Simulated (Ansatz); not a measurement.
Runs of Ansatz 0.2.0 on CS2. It takes space group Cmce (No. 64, orthorhombic). Conventional cell: a = 7.292 Å, b = 5.989 Å, c = 9.851 Å, α = 90.00°, β = 90.00°, γ = 90.00°. Around S (site symmetry m) lie 1 C at 1.56 Å. C (site symmetry 2/m) is surrounded by 2 S at 1.56 Å. The cell comes from a database or a generator and needn't be the stable form of this composition.

```tsv
level	cutoff (eV)	gap on the mesh (eV)	pressure (GPa)	largest force (eV/Å)
revPBE	420	3.47	1.2	0.39
BLYP	420	(b)	1.0	0.41
LDA	420	3.32	-1.1	0.22
RPBE	420	3.47	1.3	0.46
r2SCAN	500	(c)	-0.7	0.21
PBEsol	420	(a)	-0.1	0.09
```

Alike in all rows: task band structure; potentials or basis Ansatz PAW; no spin polarisation; cell as given; k mesh 6 × 6 × 3; smearing fermi-dirac 0.05 eV.

Fill in the values left out.

(a) 3.41; (b) 3.38; (c) 3.75.

Caveats: the PAW data sets come from PBE, with cores solved anew for the run's functional, which leaves a small shift of forces and pressure.

Runs at the PBE level aren't shown here.
